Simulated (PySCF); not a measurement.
**[SiF5]− (SMILES F[Si-](F)(F)(F)F) at 6 levels**

Aim: a comparison of 6 runs (HF/STO-3G, HF/def2-SVP, SVWN5/6-31G, B3LYP/6-31G*, B2PLYP/6-311G**, MP2/cc-pVDZ) of [SiF5]−. 

The calculation is run with PySCF 2.14.0.

## 1. Starting point

The species is [SiF5]− (6 atoms), meant as a singlet with charge -1. As SMILES, `F[Si-](F)(F)(F)F`. Geometry: relaxed at PBE0-D4/def2-TZVPD.

Bond lengths: F1–Si2 1.669 Å, Si2–F3 1.628 Å, Si2–F4 1.628 Å, Si2–F5 1.669 Å, Si2–F6 1.627 Å. Angles: F1–Si2–F3 90.0°, F1–Si2–F4 90.0°, F1–Si2–F5 180.0°, F1–Si2–F6 90.0°, F3–Si2–F4 120.0°, F3–Si2–F5 90.0°, F3–Si2–F6 120.0°, F4–Si2–F5 90.0°, F4–Si2–F6 120.0°, F5–Si2–F6 90.0°.

## 2. Energy and forces at HF/STO-3G (run 1)

Input file calc.py:

```python
# F[Si-](F)(F)(F)F
from pyscf import gto

mol = gto.Mole()
mol.atom = '''
F   -0.716900  -1.106000   1.023500
Si   0.000000   0.000000   0.000000
F   -1.466700   0.583500  -0.396400
F    0.651500  -1.218400  -0.860200
F    0.716500   1.105800  -1.024000
F    0.815500   0.635100   1.257000
'''
mol.verbose = 4
mol.basis = 'sto-3g'
mol.spin = 0
mol.charge = -1
mol.max_memory = 1860
mol.build()

calc0 = mol.RHF()
calc0.conv_tol = 1e-10
calc0.kernel()
if not calc0.converged:
    calc0 = calc0.newton().run(calc0.mo_coeff, calc0.mo_occ)

etot = calc0.e_tot
print('Final energy', etot)
grad = calc0.nuc_grad_method().kernel()
calc0.analyze()
```

The run is started by

```sh
$ OMP_NUM_THREADS=1 python calc.py
```

The log of the run:

```text
PySCF version 2.14.0

[... 57 lines left out ...]
Final energy -775.753538971602
[... 16 lines left out ...]
Two-electron Energy =                  704.891012148376490
[... 5 lines left out ...]
MO #2   energy= -25.5153179834184  occ= 2
[... 3 lines left out ...]
MO #6   energy= -25.4523344957929  occ= 2
[... 3 lines left out ...]
MO #10  energy= -3.84710500851007  occ= 2
[... 3 lines left out ...]
MO #14  energy= -1.12901987544242  occ= 2
[... 3 lines left out ...]
MO #18  energy= -0.284154225282052 occ= 2
[... 3 lines left out ...]
MO #22  energy= -0.169287234531993 occ= 2
[... 3 lines left out ...]
MO #26  energy= -0.117693756621534 occ= 2
[... 3 lines left out ...]
MO #30  energy= -0.0800039651501305 occ= 2
[... 3 lines left out ...]
MO #34  energy= 0.999469374497937  occ= 0
[... 8 lines left out ...]
pop of  1 Si 2s           2.00000
pop of  1 Si 3s           0.97446
pop of  1 Si 2px          1.99939
pop of  1 Si 2py          1.99937
pop of  1 Si 2pz          1.99937
pop of  1 Si 3px          0.65639
pop of  1 Si 3py          0.66758
pop of  1 Si 3pz          0.66479
pop of  2 F 1s            1.99996
pop of  2 F 2s            1.89424
pop of  2 F 2px           1.65108
pop of  2 F 2py           1.90944
pop of  2 F 2pz           1.93373
pop of  3 F 1s            1.99996
pop of  3 F 2s            1.89424
pop of  3 F 2px           1.89227
pop of  3 F 2py           1.74966
pop of  3 F 2pz           1.85232
pop of  4 F 1s            1.99997
pop of  4 F 2s            1.90266
pop of  4 F 2px           1.89777
pop of  4 F 2py           1.80701
pop of  4 F 2pz           1.82928
pop of  5 F 1s            1.99996
pop of  5 F 2s            1.89420
pop of  5 F 2px           1.85866
pop of  5 F 2py           1.90065
pop of  5 F 2pz           1.73492
 ** Mulliken atomic charges  **
charge of    0F =     -0.43668
charge of    1Si =      1.03866
charge of    2F =     -0.38845
charge of    3F =     -0.38845
charge of    4F =     -0.43668
charge of    5F =     -0.38840

WARN: System has nonzero charge -1; the dipole moment is origin-dependent.
Location of origin: [0. 0. 0.]

Dipole moment(X, Y, Z, Debye):  0.00047,  0.00012,  0.00055
```

Run time: 1.8 s. Hardware: 1 thread of Intel Xeon at 2.70GHz, shared host; peak memory 0.12 GiB.

## 3. Energy and gradient at HF/def2-SVP (run 2)

Input file run.py:

```python
import pyscf.grad
from pyscf import gto, scf

system = gto.M(
    atom='''
F     -1.354745    -2.090037     1.934135
Si     0.000000     0.000000     0.000000
F     -2.771661     1.102655    -0.749087
F      1.231157    -2.302442    -1.625542
F      1.353989     2.089659    -1.935080
F      1.541072     1.200165     2.375386
''',
    charge=-1,
    spin=0,
    verbose=4,
    basis='def2-svp',
    unit='bohr',
    max_memory=1860,
)

myscf = scf.RHF(system)
myscf.conv_tol = 1e-10
myscf.kernel()
if not myscf.converged:
    myscf = myscf.newton().run(myscf.mo_coeff, myscf.mo_occ)

etot = myscf.e_tot
print(f'total energy: {etot:.8f} hartree')
grad = myscf.Gradients().kernel()
myscf.analyze()
```

The run is started by

```sh
$ OMP_NUM_THREADS=1 python run.py
```

The log of the run:

```text
PySCF version 2.14.0

[... 78 lines left out ...]
Two-electron Energy =                  695.246195941772612
[... 10 lines left out ...]
MO #7   energy= -6.04822461030201  occ= 2
[... 8 lines left out ...]
MO #16  energy= -0.608728617496296 occ= 2
[... 8 lines left out ...]
MO #25  energy= -0.424379699290885 occ= 2
[... 8 lines left out ...]
MO #34  energy= 0.576256793471119  occ= 0
[... 8 lines left out ...]
MO #43  energy= 1.35749560224304   occ= 0
[... 8 lines left out ...]
MO #52  energy= 1.70821064679974   occ= 0
[... 8 lines left out ...]
MO #61  energy= 2.20801751878468   occ= 0
[... 8 lines left out ...]
MO #70  energy= 3.65099506383325   occ= 0
[... 8 lines left out ...]
MO #79  energy= 3.69071485316884   occ= 0
[... 8 lines left out ...]
MO #88  energy= 4.37705724755158   occ= 0
[... 62 lines left out ...]
pop of  4 F 1s            1.99998
pop of  4 F 2s            1.84524
pop of  4 F 3s            0.00228
pop of  4 F 2px           1.93430
pop of  4 F 2py           1.90058
pop of  4 F 2pz           1.90884
pop of  4 F 3px           0.00194
pop of  4 F 3py           0.00204
pop of  4 F 3pz           0.00201
pop of  4 F 3dxy          0.00083
pop of  4 F 3dyz          0.00138
pop of  4 F 3dz^2         0.00049
pop of  4 F 3dxz          0.00073
pop of  4 F 3dx2-y2       0.00051
pop of  5 F 1s            1.99998
pop of  5 F 2s            1.83696
pop of  5 F 3s            0.00262
pop of  5 F 2px           1.90986
pop of  5 F 2py           1.92890
pop of  5 F 2pz           1.87756
pop of  5 F 3px           0.00151
pop of  5 F 3py           0.00143
pop of  5 F 3pz           0.00153
pop of  5 F 3dxy          0.00050
pop of  5 F 3dyz          0.00114
pop of  5 F 3dz^2         0.00099
pop of  5 F 3dxz          0.00149
pop of  5 F 3dx2-y2       0.00039
 ** Mulliken atomic charges  **
charge of    0F =     -0.60115
charge of    1Si =      1.89697
charge of    2F =     -0.56490
charge of    3F =     -0.56490
charge of    4F =     -0.60115
charge of    5F =     -0.56487

WARN: System has nonzero charge -1; the dipole moment is origin-dependent.
Location of origin: [0. 0. 0.]

Dipole moment(X, Y, Z, Debye):  0.00042,  0.00013,  0.00054
```

Run time: 6.3 s. Hardware: 1 thread of Intel Xeon at 2.70GHz, shared host; peak memory 0.18 GiB.

Runs 3 to 5 aren't shown in full; the table further down has their settings and results.

## 4. Energy and forces at MP2/cc-pVDZ (run 6)

Input file calc.py:

```python
# F[Si-](F)(F)(F)F
import pyscf.grad
from pyscf import gto, mp

system = gto.M(
    atom='''
F     -1.354745    -2.090037     1.934135
Si     0.000000     0.000000     0.000000
F     -2.771661     1.102655    -0.749087
F      1.231157    -2.302442    -1.625542
F      1.353989     2.089659    -1.935080
F      1.541072     1.200165     2.375386
''',
    basis='cc-pvdz',
    max_memory=1860,
    spin=0,
    unit='bohr',
    charge=-1,
    verbose=3,
)

myscf = system.RHF()
myscf.conv_tol = 1e-10
myscf.kernel()
if not myscf.converged:
    myscf = myscf.newton().run(myscf.mo_coeff, myscf.mo_occ)

pt = mp.MP2(myscf, frozen=10).run()
etot = pt.e_tot
print('Final energy', etot)
grad = pt.Gradients().kernel()
dip = myscf.dip_moment()
pop, q = myscf.mulliken_pop()
```

The run is started by

```sh
$ OMP_NUM_THREADS=1 python calc.py
```

The log of the run:

```text
converged SCF energy = -786.478332245449
E(RMP2) = -787.508325781186  E_corr = -1.02999353573676
E(SCS-RMP2) = -787.466744734548  E_corr = -0.988412489098636
Final energy -787.508325781186
--------------- RMP2 gradients ---------------
         x                y                z
0 F     0.0115691404     0.0178782653    -0.0165520149
1 Si     0.0000368262     0.0000364974     0.0000689185
2 F     0.0295079937    -0.0117403352     0.0079842738
3 F    -0.0130904105     0.0245037804     0.0172901546
4 F    -0.0115892416    -0.0178811510     0.0165346802
5 F    -0.0164343082    -0.0127970569    -0.0253260121
----------------------------------------------

WARN: System has nonzero charge -1; the dipole moment is origin-dependent.
Location of origin: [0. 0. 0.]

Dipole moment(X, Y, Z, Debye):  0.00040,  0.00011,  0.00050
 ** Mulliken pop  **
pop of  0 F 1s            2.00186
pop of  0 F 2s            0.87969
pop of  0 F 3s            1.03210
pop of  0 F 2px           1.13124
pop of  0 F 2py           1.10164
pop of  0 F 2pz           1.10896
pop of  0 F 3px           0.76346
pop of  0 F 3py           0.73859
pop of  0 F 3pz           0.74476
pop of  0 F 3dxy          0.00059
pop of  0 F 3dyz          0.00093
pop of  0 F 3dz^2         0.00040
pop of  0 F 3dxz          0.00052
pop of  0 F 3dx2-y2       0.00040
pop of  1 Si 1s           2.00004
pop of  1 Si 2s           2.00912
pop of  1 Si 3s           0.56676
pop of  1 Si 4s          -0.02213
pop of  1 Si 2px          1.99975
pop of  1 Si 2py          1.99965
pop of  1 Si 2pz          1.99968
pop of  1 Si 3px          0.32193
pop of  1 Si 3py          0.32909
pop of  1 Si 3pz          0.32731
pop of  1 Si 4px          0.07779
pop of  1 Si 4py          0.07205
pop of  1 Si 4pz          0.07347
pop of  1 Si 3dxy         0.16814
pop of  1 Si 3dyz         0.20005
pop of  1 Si 3dz^2        0.12817
pop of  1 Si 3dxz         0.16503
pop of  1 Si 3dx2-y2      0.13815
pop of  2 F 1s            2.00181
pop of  2 F 2s            0.88191
pop of  2 F 3s            1.03335
pop of  2 F 2px           1.06310
pop of  2 F 2py           1.13740
pop of  2 F 2pz           1.14077
pop of  2 F 3px           0.69312
pop of  2 F 3py           0.75813
pop of  2 F 3pz           0.76562
pop of  2 F 3dxy          0.00100
pop of  2 F 3dyz          0.00015
pop of  2 F 3dz^2         0.00044
pop of  2 F 3dxz          0.00079
pop of  2 F 3dx2-y2       0.00098
pop of  3 F 1s            2.00181
pop of  3 F 2s            0.88191
pop of  3 F 3s            1.03336
pop of  3 F 2px           1.12254
pop of  3 F 2py           1.09802
pop of  3 F 2pz           1.12070
pop of  3 F 3px           0.75762
pop of  3 F 3py           0.71540
pop of  3 F 3pz           0.74386
pop of  3 F 3dxy          0.00082
pop of  3 F 3dyz          0.00111
pop of  3 F 3dz^2         0.00044
pop of  3 F 3dxz          0.00041
pop of  3 F 3dx2-y2       0.00058
pop of  4 F 1s            2.00186
pop of  4 F 2s            0.87969
pop of  4 F 3s            1.03210
pop of  4 F 2px           1.13127
pop of  4 F 2py           1.10167
pop of  4 F 2pz           1.10891
pop of  4 F 3px           0.76348
pop of  4 F 3py           0.73861
pop of  4 F 3pz           0.74472
pop of  4 F 3dxy          0.00058
pop of  4 F 3dyz          0.00093
pop of  4 F 3dz^2         0.00041
pop of  4 F 3dxz          0.00052
pop of  4 F 3dx2-y2       0.00041
pop of  5 F 1s            2.00181
pop of  5 F 2s            0.88192
pop of  5 F 3s            1.03334
pop of  5 F 2px           1.11428
pop of  5 F 2py           1.13524
pop of  5 F 2pz           1.09177
pop of  5 F 3px           0.74861
pop of  5 F 3py           0.75576
pop of  5 F 3pz           0.71244
pop of  5 F 3dxy          0.00036
pop of  5 F 3dyz          0.00085
pop of  5 F 3dz^2         0.00075
pop of  5 F 3dxz          0.00107
pop of  5 F 3dx2-y2       0.00032
 ** Mulliken atomic charges  **
charge of    0F =     -0.50514
charge of    1Si =      1.44595
charge of    2F =     -0.47857
charge of    3F =     -0.47858
charge of    4F =     -0.50514
charge of    5F =     -0.47852
```

Run time: 23 s. Hardware: 1 thread of Intel Xeon at 2.70GHz, shared host; peak memory 0.53 GiB.

## 5. The series

| run | level | integration grid | Cartesian functions | energy (Eh) | HOMO energy (eV) | LUMO energy (eV) | HOMO–LUMO gap (eV) | wall time |
| --- | --- | --- | --- | --- | --- | --- | --- | --- |
| 1 | HF/STO-3G | – | no | -775.753539 | -2.18 | 20.92 | 23.10 | 1.8 s |
| 2 | HF/def2-SVP | – | no | -785.980051 | -10.42 | 11.30 | 21.72 | 6.3 s |
| 3 | SVWN5/6-31G | 5 | no | -784.554352 | -2.58 | 5.56 | 8.14 | 12 s |
| 4 | B3LYP/6-31G* (Cartesian functions) | 5 | yes | -789.046744 | -3.71 | 7.47 | 11.18 | 33 s |
| 5 | B2PLYP/6-311G** | 5 | no | -788.772492 | -6.89 | 8.87 | 15.76 | 29 s |
| 6 | MP2/cc-pVDZ | – | no | -787.508326 | -10.34 | 12.16 | 22.51 | 23 s |

## 6. Outcome

```
                                                    quantity          value
                                         run 6: total energy  -787.50833 Eh
                  run 6: HOMO energy (Hartree–Fock orbitals)      -10.34 eV
                  run 6: LUMO energy (Hartree–Fock orbitals)       12.16 eV
run 6: HOMO–LUMO gap (to an unbound level, set by the basis)       22.51 eV
         run 6: correlation energy (10 core orbitals frozen)    -1030.0 mEh
                             run 6: largest force on an atom     1.686 eV/Å
```

**Reading.** Over runs 1, 2, 3, 4, 5 the HOMO–LUMO gap runs from 8.14 eV (SVWN5/6-31G) to 23.10 eV (HF/STO-3G). The two ends differ in method and basis. The empty levels of an anion lie above zero and hang on the basis. Totals of different functionals can't be ranked against each other. In run 1 the basis is minimal, so the values are rough. All runs together took 1.8 min, the longest 33 s.
